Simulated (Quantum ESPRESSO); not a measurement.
Crystal: MgS.

```xyz
2
Lattice="0.0000 2.6016 2.6016 2.6016 0.0000 2.6016 2.6016 2.6016 0.0000" Properties=species:S:1:pos:R:3 pbc="T T T"
Mg    2.6014    2.6032    5.1885
S     2.6019    2.6001    2.6165
```

Base run:

```yaml
Program: Quantum ESPRESSO 7.5
Functional: PW91
Potentials_or_basis: PseudoDojo 0.4.1 SR LDA standard
Cutoff: 1143 eV
Density_cutoff: 4572 eV
k_mesh: 9 × 9 × 9
Occupations: gaussian, width 0.2 eV
Spin: no spin polarisation
```

Its results: band gap on the k mesh 3.02 eV, indirect (least direct gap 3.77 eV); pressure 0.8 GPa; largest force 0.114 eV/Å.

Q: The run is repeated on the same cell with these changes: potentials or basis from PseudoDojo 0.4.1 SR LDA standard to GBRV 1.5 PBE; cutoff from 1143 eV to 612 eV; density cutoff from 4572 eV to 4898 eV; occupations from gaussian, width 0.2 eV to fermi-dirac, width 0.136 eV. What comes out?

A: Band gap on the k mesh 2.93 eV, indirect (least direct gap 3.72 eV); pressure 1.1 GPa; largest force 0.083 eV/Å.

Caveats: the potentials were made for another functional, which shifts forces and pressure; an odd mesh through Γ misses points on the zone boundary, where band edges often lie.

Not every run made on this cell is shown here.
